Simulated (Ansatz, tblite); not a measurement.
**(H2B-mu-NHMe)3 (C3H18B3N3): a ladder of methods and basis sets**

Aim: run the singlet of (H2B-mu-NHMe)3 (C3H18B3N3) at one geometry on many levels, and compare frontier levels, spin and run time.

The runs use Ansatz 0.2.0, Gaussian basis; as each input shows.

Plan: GFN1-xTB, GFN2-xTB, PBE-D4/def2-TZVP, r2SCAN-D4/def2-TZVP, r2SCANh-D4/def2-TZVP, CAM-B3LYP-D4/def2-TZVP, B3LYP-D4/def2-TZVP, PBE+5HF/def2-SVP, PBE+10HF/def2-SVP, PBE+15HF/def2-SVP, PBE+35HF/def2-SVP, PBE+50HF/def2-SVP, PBE-D4/def2-SVP, PBE0-D4/def2-SVP, CCSD(T)/def2-TZVPP, MP2/def2-TZVP, RPA/def2-TZVP.

**1. The geometry**

The singlet was relaxed beforehand with r2SCAN-D4/def2-SVP.

27 atoms, charge 0, spin multiplicity 1.

Bond lengths: B1–H2 1.219 Å, B1–H3 1.230 Å, B1–N4 1.586 Å, B1–N14 1.586 Å, N4–C5 1.478 Å, N4–B6 1.585 Å, N4–H16 1.025 Å, C5–H17 1.100 Å, C5–H18 1.100 Å, C5–H19 1.097 Å, B6–H7 1.229 Å, B6–H8 1.218 Å, B6–N9 1.591 Å, N9–C10 1.476 Å, N9–B11 1.591 Å, N9–H20 1.023 Å, C10–H21 1.101 Å, C10–H22 1.100 Å and more. Angles: H2–B1–H3 113.4°, H2–B1–N4 108.6°, H2–B1–N14 108.6°, H3–B1–N4 108.6°, H3–B1–N14 108.6°, N4–B1–N14 109.0°, B1–N4–C5 109.4°, B1–N4–B6 115.5°, B1–N4–H16 108.1°, C5–N4–B6 109.5°, C5–N4–H16 105.6°, B6–N4–H16 108.3°, N4–C5–H17 110.3°, N4–C5–H18 110.3°, N4–C5–H19 108.2°, H17–C5–H18 110.2°, H17–C5–H19 108.9°, H18–C5–H19 108.9° and more.

PBE0-D4/def2-TZVP was run before; its log isn't repeated, and its numbers join the tables.

**2. GFN1-xTB**

Tight binding, by tblite at 300 K electronic temperature and without a spin-polarisation term:

```python
tblite.interface.Calculator('GFN1-xTB', numbers, positions, charge=0, uhf=0).singlepoint()
```

Energy -813.9549 eV, HOMO -11.03 eV, LUMO -3.98 eV; 0.022 s.

**3. GFN2-xTB**

Tight binding, by tblite at 300 K electronic temperature and without a spin-polarisation term:

```python
tblite.interface.Calculator('GFN2-xTB', numbers, positions, charge=0, uhf=0).singlepoint()
```

Energy -767.3382 eV, HOMO -10.17 eV, LUMO -0.25 eV; 0.013 s.

**4. PBE-D4/def2-TZVP**

start.molden holds the orbitals of an earlier run on this state, given as this run's starting guess.

The input, in.yaml:

```yaml
crystal:
  periodic: [false, false, false]
  atoms:
    - {symbol: B, position_ang: [0.845985, -0.120087, 1.157291]}
    - {symbol: H, position_ang: [0.564387, -1.145627, 1.754046]}
    - {symbol: H, position_ang: [1.752290, 0.520653, 1.687874]}
    - {symbol: N, position_ang: [-0.447698, 0.795190, 1.087791]}
    - {symbol: C, position_ang: [-0.924689, 1.074697, 2.458182]}
    - {symbol: B, position_ang: [-1.642791, 0.221936, 0.219218]}
    - {symbol: H, position_ang: [-2.508402, 1.088790, 0.118325]}
    - {symbol: H, position_ang: [-2.041857, -0.804716, 0.739016]}
    - {symbol: N, position_ang: [-1.087282, -0.122874, -1.231766]}
    - {symbol: C, position_ang: [-0.899783, 1.061495, -2.092614]}
    - {symbol: B, position_ang: [0.154561, -1.118190, -1.233272]}
    - {symbol: H, position_ang: [-0.195578, -2.180839, -0.751988]}
    - {symbol: H, position_ang: [0.583529, -1.217518, -2.380890]}
    - {symbol: N, position_ang: [1.290267, -0.499797, -0.317349]}
    - {symbol: C, position_ang: [2.437483, -1.429394, -0.259836]}
    - {symbol: H, position_ang: [-0.175497, 1.703369, 0.699310]}
    - {symbol: H, position_ang: [-1.785839, 1.758603, 2.429940]}
    - {symbol: H, position_ang: [-0.114308, 1.508487, 3.062726]}
    - {symbol: H, position_ang: [-1.238637, 0.126405, 2.912532]}
    - {symbol: H, position_ang: [-1.838234, -0.677499, -1.649268]}
    - {symbol: H, position_ang: [-0.097631, 1.695915, -1.684208]}
    - {symbol: H, position_ang: [-1.818379, 1.665366, -2.126626]}
    - {symbol: H, position_ang: [-0.602742, 0.759774, -3.107690]}
    - {symbol: H, position_ang: [1.643629, 0.347484, -0.772393]}
    - {symbol: H, position_ang: [3.249574, -0.995760, 0.342520]}
    - {symbol: H, position_ang: [2.796080, -1.655456, -1.274927]}
    - {symbol: H, position_ang: [2.101540, -2.360427, 0.214056]}
basis:
  gaussian: {orbitals: def2-TZVP, initial_orbitals: start.molden}
hamiltonian: {xc: pbe, dispersion: d4}
scf: {omitted_lower_state_checks: [starts]}
output: {forces: true, orbitals: {seedname: orbitals}}
```

Run with:

```bash
$ ansatz run in.yaml --threads 2 --pin off --events-out ev --progress --plain --max-ram 32768MiB --backend cuda --devices 0, --max-vram 18GiB
```

Further steps of the session: r2SCAN-D4/def2-TZVP; r2SCANh-D4/def2-TZVP; CAM-B3LYP-D4/def2-TZVP; B3LYP-D4/def2-TZVP; PBE+5HF/def2-SVP; PBE+10HF/def2-SVP; PBE+15HF/def2-SVP; PBE+35HF/def2-SVP; PBE+50HF/def2-SVP; PBE-D4/def2-SVP; PBE0-D4/def2-SVP; CCSD(T)/def2-TZVPP; MP2/def2-TZVP; RPA/def2-TZVP.

**Question.** What will the summary of the whole plan be? Wanted: gap in def2-TZVP, named functionals, smallest and largest; gap over the share of exact exchange; correlation energy, CCSD(T)/def2-TZVPP; correlation energy, MP2/def2-TZVP; binding an atom, CCSD(T)/def2-TZVPP; PBE0 total energy, smallest basis above largest.

**Answer**, as computed:

| quantity | value |
| --- | --- |
| gap in def2-TZVP, named functionals, smallest and largest | 5.81 eV (PBE-D4), 10.21 eV (CAM-B3LYP-D4) |
| gap over the share of exact exchange | 6.18 eV at 0, 10.77 eV at 0.5 |
| correlation energy, CCSD(T)/def2-TZVPP | -46.69 eV |
| correlation energy, MP2/def2-TZVP | -41.14 eV |
| binding an atom, CCSD(T)/def2-TZVPP | 3.792 eV |
| PBE0 total energy, smallest basis above largest | 10.51 eV (def2-SVP, def2-TZVP) |

Over the named functionals in def2-TZVP the gap runs from 5.81 eV (PBE-D4) to 10.21 eV (CAM-B3LYP-D4); exact exchange widens it. Raising the share of exact exchange from 0 to 0.5 moves the HOMO by -2.77 eV and the LUMO by +1.82 eV. The functionals in def2-TZVP miss CCSD(T)/def2-TZVPP by +0.072 (r2SCANh-D4) to +0.152 eV (PBE-D4) an atom. The reference is CCSD(T) in one finite basis, so it carries an error of its own, often a tenth of an eV or more, and near misses can't be ranked.
